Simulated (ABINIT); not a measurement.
BIr:

```
Ir B
1.0
     3.04211    0.00000    0.00000
    -1.52105    2.63454    0.00000
     0.00000    0.00000    2.70297
Ir B
1 1
Direct
  0.66667 0.33333 0.00000
  0.00000 0.00000 0.50000
```

The cell comes from a database or a generator and needn't be the stable form of this composition.

| Item | Value |
| --- | --- |
| Program | ABINIT 10.8.3 (patched build) |
| Task | relaxation of cell and atoms |
| Functional | AM05 |
| Potentials or basis | JTH PAW PBE v2.0 |
| Cutoff | 517 eV |
| k mesh | 10 × 10 × 10 |
| Occupations | fermi-dirac, width 0.05 eV |
| Spin | no spin polarisation |

At the start: pressure -7.0 GPa; volume 10.83 Å³/atom.

**Question.** How do energy, volume and symmetry change on relaxing?

**Answer.** Over 4 steps the energy falls by 5.8 meV/atom and the volume is 10.58 Å³/atom (-2.3 %); space group P-6m2 (No. 187, to 0.05 Å).

Step by step:
| step | energy change (eV) | largest force (eV/Å) | pressure (GPa) | volume (Å³) |
| --- | --- | --- | --- | --- |
| 1 | 0.0000 | 0.0000 | -6.99 | 21.66 |
| 2 | -0.0107 | 0.0000 | -0.15 | 21.20 |
| 3 | -0.0113 | 0.0000 | 0.08 | 21.18 |
| 4 | -0.0115 | 0.0000 | 0.00 | 21.17 |

Final structure:
```xyz
2
Lattice="3.0109 0.0000 0.0000 -1.5054 2.6075 0.0000 0.0000 0.0000 2.6960" Properties=species:S:1:pos:R:3 pbc="T T T"
Ir    1.5054    0.8692    0.0000
B     0.0000    0.0000    1.3480
```

Caveat: the PAW data sets were made with another functional, which shifts forces and pressure a little; the atomic spheres overlap.
